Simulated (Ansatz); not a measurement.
B₂FH₃OSi, SMILES BB1O[SiH]1F, harmonic frequencies at the relaxed geometry

With Ansatz's Python interface.

Notebook, run cell by cell (the value of a cell's last expression is shown):

```python
from dataclasses import dataclass

import ansatz
from ase import Atoms
import numpy as np
```

```python
@dataclass
class Settings:
    basis: str = 'def2-SVP'
    xc: str = 'pbe0'
    vdw: str = 'd3bj'
```

```python
opts = Settings()
```

```python
atoms = Atoms(['B', 'B', 'O', 'Si', 'F', 'H', 'H', 'H'], positions=[
    [1.2442, 0.8612, 1.1278],
    [-0.1438, 0.4846, 0.2318],
    [-1.0185, 0.6426, -0.9678],
    [-0.9309, -1.0111, -0.7397],
    [-0.0611, -1.7499, -1.9521],
    [1.7341, 0.1145, 1.7874],
    [1.6418, 2.0112, 1.0691],
    [-2.3737, -1.4103, -0.6121],
])
system = ansatz.Crystal.molecule_from_ase(atoms)

calculation = system.calculation().basis(gaussian=opts.basis).functional(opts.xc, dispersion=opts.vdw)
symbols = [site.symbol for site in system.cartesian_sites]
start = np.array([site.position_ang for site in system.cartesian_sites], dtype=float)
report = calculation.relax(force_tolerance=0.003).run(threads=1).report
end = np.array(report['positions_ang'])
```

```python
print('final positions (A) and the move of each atom')
for symbol, xyz, old in zip(symbols, end, start):
    print(f'{symbol:2s} {xyz[0]:10.5f} {xyz[1]:10.5f} {xyz[2]:10.5f}   {np.linalg.norm(xyz - old):7.4f}')
```

    final positions (A) and the move of each atom
    B     1.19632    0.94281    1.11609    0.0953
    B    -0.04108    0.42911    0.16110    0.1365
    O    -1.18416    0.64515   -0.51849    0.4789
    Si   -0.80877   -1.03340   -0.83946    0.1593
    F    -0.48252   -1.26667   -2.40857    0.7871
    H     1.14743    0.80568    2.31612    1.0495
    H     2.24068    1.30229    0.62533    1.0287
    H    -1.97580   -1.88218   -0.50773    0.6260

```python
# frequencies need a stationary point, so they are taken at the relaxed geometry
minimum = ansatz.Crystal.molecule()
for symbol, place in zip(symbols, end):
    minimum = minimum.atom(symbol, place.tolist())
vibrating = (
    minimum.calculation()
    .basis(gaussian=opts.basis)
    .functional(opts.xc, dispersion=opts.vdw)
    .phonons(temperatures=(200, 600, 100))
)
vib = vibrating.run(threads=1).report['vibrations']
sums = vib['harmonic_sums']
modes = [m['omega_inv_cm'] for m in sums['modes_at_gamma'] if m['rigid_motion'] == 'no']
for number, w in enumerate(modes, start=1):
    print(f'mode {number:2d} {w:9.1f} 1/cm {w / 8065.544 * 1000:8.2f} meV')
print('imaginary modes:', sum(w < 0 for w in modes), ' zero-point energy:', round(sums['zero_point_energy_ev'], 4), 'eV')
print('T (K)   F_vib (eV)   S_vib (meV/K)   C_vib (meV/K)')
for row in zip(sums['temperatures_k'], sums['vibrational_free_energy_ev'], vib['entropy_ev_per_k'], vib['heat_capacity_ev_per_k']):
    print(f'{row[0]:6.1f} {row[1]:11.4f} {1000 * row[2]:13.4f} {1000 * row[3]:15.4f}')
```

    mode  1      98.5 1/cm    12.21 meV
    mode  2     144.5 1/cm    17.92 meV
    mode  3     252.9 1/cm    31.36 meV
    mode  4     315.0 1/cm    39.05 meV
    mode  5     345.5 1/cm    42.83 meV
    mode  6     496.3 1/cm    61.53 meV
    mode  7     590.5 1/cm    73.21 meV
    mode  8     689.1 1/cm    85.44 meV
    mode  9     705.9 1/cm    87.52 meV
    mode 10     818.5 1/cm   101.48 meV
    mode 11     832.5 1/cm   103.21 meV
    mode 12     917.0 1/cm   113.70 meV
    mode 13     944.6 1/cm   117.11 meV
    mode 14    1142.3 1/cm   141.63 meV
    mode 15    1467.0 1/cm   181.89 meV
    mode 16    2293.6 1/cm   284.37 meV
    mode 17    2586.2 1/cm   320.65 meV
    mode 18    2677.3 1/cm   331.95 meV
    imaginary modes: 0  zero-point energy: 1.0735 eV
    T (K)   F_vib (eV)   S_vib (meV/K)   C_vib (meV/K)
     200.0      1.0468        0.3387          0.4495
     300.0      1.0017        0.5635          0.6670
     400.0      0.9344        0.7795          0.8340
     500.0      0.8463        0.9795          0.9573
     600.0      0.7390        1.1627          1.0511

The frequencies are harmonic and unscaled, in a modest basis. Hardware and time: 3.1 min on 1 thread of Arm Neoverse V1 (shared host), peak memory 0.25 GiB.
